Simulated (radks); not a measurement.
# Ag⁴⁺ in [Kr] 4d7: an all-electron calculation

Wanted: eigenvalues, radial structure and energy terms of the silver ion Ag4+.

Method: scalar-relativistic Kohn-Sham, PBEsol, spin-polarised, spherical densities, finite nucleus; open shells are filled with parallel spins first. Code: radks (a radial shooting solver on a logarithmic mesh, Libxc functionals) version 1.

## Step 1: What is computed

* element: silver (Z = 47)
* charge: +4
* electrons: 43
* configuration: [Kr] 4d7
* nuclear rms radius: 4.5454 fm

The outer shells:

Ag⁴⁺
```
[Kr] core
4d [↑↓][↑↓][↑ ][↑ ][↑ ]
```

## Step 2: The run

Settings of this run:

```text
Z 47
configuration [Kr] 4d7 5s0 5p0
relativity scalar-relativistic
functional pbe_sol,pbe_sol
spin polarised
nucleus finite rms 4.5454 fm
c 137.035999084
```

What does the calculation give?

As calculated:

```
                        quantity                     value
                    total energy       -5309.13795 hartree
exchange-correlation share of it                    2.73 %
                            −T/E                    1.0388
          highest occupied level       4d down, -58.439 eV
    most extended occupied level  4d down, <r> = 1.20 bohr
 radius at density 0.001 e/bohr³                 2.89 bohr
    maxima of the radial density                         4
         ionisation energy, NIST            65 (theory) eV
```

The radial density shows 4 maxima for 4 occupied principal shells. Relativity lifts −T/E to 1.039. Minus the highest eigenvalue, 58.439 eV, is 90 % of the tabulated ionisation energy (65 eV); the potential of a semilocal functional falls off too fast, so its top eigenvalue is too shallow. Open shells are spherical and high-spin; term and fine-structure splittings are not resolved.
